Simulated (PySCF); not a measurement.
# TlH: from the state search to spectroscopic constants

The task here is to estimate one member of a computed series from the others.

Method: Tl cc-pVDZ-PP with ECP60, H cc-pVDZ, scalar-relativistic core potentials; program: PySCF 2.14.0.

The first run:

The job is set up so:

```yaml
atoms: Tl, H
charge: 0
basis: Tl cc-pVDZ-PP with ECP60, H cc-pVDZ
Hamiltonian: scalar-relativistic core potentials
basis_functions: 28
electrons_treated: 22
masses_in_u: 204.9744, 1.0078
levels: PBE0, PBE, r²SCAN, TPSSh, PBEsol, B3LYP, LC-ωPBE, HF, MP2, SCS-MP2, CCSD, CCSD(T)
grid: 80 radial by 434 angular points
occupations: held fixed by the projection of orbital angular momentum
dissociation_limit: Tl + H, each in its ground configuration
starting_distance_in_angstrom: 1.750
values_of_2S_to_try: 0, 2
```

Command:

```sh
OMP_NUM_THREADS=1 python dia.py task.json out
```

Steps of the session up to this table: Input; First curve: PBE0; Excited determinants; PBE; r²SCAN (meta-GGA); TPSSh (hybrid meta-GGA); PBEsol; B3LYP; LC-ωPBE; RHF (mean field); Correlated methods on the Hartree–Fock reference.

One table of the session follows, with a row left open; its other results are not shown here.

```
      level  Re (Å)  ωe (cm⁻¹)  De (eV)
        RHF       ?          ?        ?
    RHF-MP2   1.884       1437     2.23
RHF-SCS-MP2   1.894       1418     2.31
   RHF-CCSD   1.900       1383     2.38
RHF-CCSD(T)   1.901       1376     2.39
        PBE   1.939       1322     2.53
     PBEsol   1.923       1350     2.65
     r²SCAN   1.917       1376     2.52
      TPSSh   1.923       1372     2.69
      B3LYP   1.930       1349     2.58
       PBE0   1.914       1383     2.47
    LC-ωPBE   1.880       1469     2.45
```

**Question.** Estimate the row for RHF.

As computed: Re (Å): 1.905; ωe (cm⁻¹): 1427; De (eV): 1.60. In the column «Re (Å)» it lies between RHF-CCSD(T) (1.901) and PBE0 (1.914).
